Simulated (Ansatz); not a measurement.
Geometry optimisation, DFT PBE, scalar-relativistic, plane waves, PAW in Ansatz.

Input:

```yaml
accuracy: low
crystal:
  lattice:
    - [8.536193, 0.0, 0.0]
    - [0.0, 6.036, 0.0]
    - [0.0, 0.0, 19.402145]
  atoms:
    - { symbol: In, position: [0.0, 0.0, 0.0515407] }
    - { symbol: As, position: [0.0, 0.25, 0.161531] }
    - { symbol: In, position: [0.75, 0.5, 0.161531] }
    - { symbol: As, position: [0.25, 0.75, 0.0515407] }
    - { symbol: In, position: [0.25, 0.5, 0.161531] }
    - { symbol: As, position: [0.75, 0.75, 0.0515407] }
    - { symbol: In, position: [0.5, 0.0, 0.0515407] }
    - { symbol: As, position: [0.5, 0.25, 0.161531] }
    - { symbol: In, position: [0.5, 0.0, 0.2715213] }
    - { symbol: As, position: [0.5, 0.25, 0.3815117] }
    - { symbol: In, position: [0.25, 0.5, 0.3815117] }
    - { symbol: As, position: [0.75, 0.75, 0.2715213] }
    - { symbol: In, position: [0.75, 0.5, 0.3815117] }
    - { symbol: As, position: [0.25, 0.75, 0.2715213] }
    - { symbol: In, position: [0.0, 0.0, 0.2715213] }
    - { symbol: As, position: [0.0, 0.25, 0.3815117] }
basis:
  ecutwfc: 420.0
kpoints:
  mp_grid: { grid: [2, 2, 1] }
hamiltonian:
  xc: pbe
  pseudopotentials: { kind: paw, azcp: { folder: soft_1 } }
scf:
  occupations: { method: fermi_dirac, width: 0.05 }
  lower_state_search: "off"
relax:
  f_tol: 0.08
  max_steps: 25
  adjacent_minimum: "off"
  constraints: [{ sites: [0, 3, 5, 6] }]
```

Run as:

```bash
$ ansatz run input.yaml --threads 4 --pin off --max-ram 10240MiB --backend cpu --events-out ev --progress --plain --runs-dir out
```

Task: Where does it end, and by what steps?

Result: It converged. Limits of this set-up: thin slab, slab without dipole correction, a typed lattice constant that wasn't relaxed here, low accuracy level. After 4 steps the energy has fallen by 1.374 eV; As10 moved furthest, 0.56 Å.

```
step  energy less start (eV)  largest force component (eV/Å)  accepted
   0                  0.0000                           1.262       yes
   1                 -0.7568                           0.600       yes
   2                 -1.2318                           0.278       yes
   3                 -1.3620                           0.109       yes
   4                 -1.3740                           0.024       yes
```

```xyz
16
Lattice="8.5362 0.0000 0.0000 0.0000 6.0360 0.0000 0.0000 0.0000 19.4021" Properties=species:S:1:pos:R:3
In 0.000 0.000 1.000
As 0.000 1.758 3.148
In 6.402 3.343 3.352
As 2.134 4.527 1.000
In 2.134 3.343 3.352
As 6.402 4.527 1.000
In 4.268 0.000 1.000
As 4.268 1.758 3.148
In 4.268 0.430 5.528
As 4.268 1.611 7.952
In 2.134 2.973 7.288
As 6.402 4.890 5.507
In 6.402 2.973 7.288
As 2.134 4.890 5.507
In 0.000 0.430 5.528
As 0.000 1.611 7.952
```

Whether the end is a true minimum wasn't checked by a vibrational analysis.

The run took 13 s on 4 threads of AMD EPYC 9R45 96-Core Processor (Zen 5), with other jobs on the host, peak memory 2.5 GiB.
